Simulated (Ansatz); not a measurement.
BP, space group F-43m, an all-electron equation of state

Computed with Ansatz 0.2.0 through its Python package.

Typed at the interpreter:
```pycon
>>> import ansatz as az
>>> from ase.eos import EquationOfState
>>> from ase.units import GPa
>>> import numpy as np
>>> VECTORS = np.array([
...     [0.0, 2.269, 2.269],
...     [2.269, 0.0, 2.269],
...     [2.269, 2.269, 0.0],
... ])
>>> SITES = [
...     ('B', (0.0, 0.0, 0.0)),
...     ('P', (0.25, 0.25, 0.25)),
... ]
>>> def on_lattice(cell):
...     crystal = az.Crystal(lattice=az.Lattice.of(cell))
...     for symbol, position in SITES:
...         crystal = crystal.atom(symbol, position)
...     return crystal
...
>>> volumes, energies = [], []
>>> for scale in np.linspace(0.94, 1.06, 7):
...     cell = VECTORS * scale ** (1 / 3)
...     model = on_lattice(cell).calculation()
...     model = model.functional(az.Functional.PBE).occupations(az.OccupationsMethod.FIXED)
...     model = model.kpoints(8, 8, 8)
...     model = model.pseudopotentials('all_electron', lapw=True)
...     data = model.run(threads=1, backend='cpu').report
...     volumes.append(abs(np.linalg.det(cell)) / len(SITES))
...     energies.append(data['free_energy_ev'] / len(SITES))
...     print(f'{scale:.3f} {volumes[-1]:9.4f} A^3/atom {energies[-1]:16.5f} eV/atom  (estimated basis error {1000 * data["lapw_basis_errors"]["total_ev_per_atom"]:.2f} meV/atom)')
...
0.940   10.9807 A^3/atom      -4992.98124 eV/atom  (estimated basis error 0.15 meV/atom)
0.960   11.2144 A^3/atom      -4992.99655 eV/atom  (estimated basis error 0.15 meV/atom)
0.980   11.4480 A^3/atom      -4993.00599 eV/atom  (estimated basis error 0.15 meV/atom)
1.000   11.6816 A^3/atom      -4993.01010 eV/atom  (estimated basis error 0.15 meV/atom)
1.020   11.9153 A^3/atom      -4993.00935 eV/atom  (estimated basis error 0.15 meV/atom)
1.040   12.1489 A^3/atom      -4993.00420 eV/atom  (estimated basis error 0.15 meV/atom)
1.060   12.3825 A^3/atom      -4992.99504 eV/atom  (estimated basis error 0.15 meV/atom)
>>> v0, e0, bulk = EquationOfState(volumes, energies, eos='birchmurnaghan').fit()
>>> print(f'V0 = {v0:.4f} A^3/atom, B0 = {bulk / GPa:.1f} GPa')
V0 = 11.7601 A^3/atom, B0 = 161.9 GPa
```

A third-order Birch-Murnaghan fit through the 7 points has its minimum at 11.76 Å³ an atom, 0.7 % above the typed cell, with a bulk modulus of 162 GPa and dB/dP = 3.8. From that minimum the energy rises by 29.1 meV an atom on the compressed side and 15.3 meV on the expanded side.

All-electron totals depend on functional, relativistic treatment and basis; only differences at equal settings carry meaning. The structure is a deposited one; some such entries were measured under pressure or heat, so a shift against it needn't be the functional's error alone. Hardware and time: 32 s on 1 thread of Arm Neoverse V1, on a shared host, peak memory 0.31 GiB.
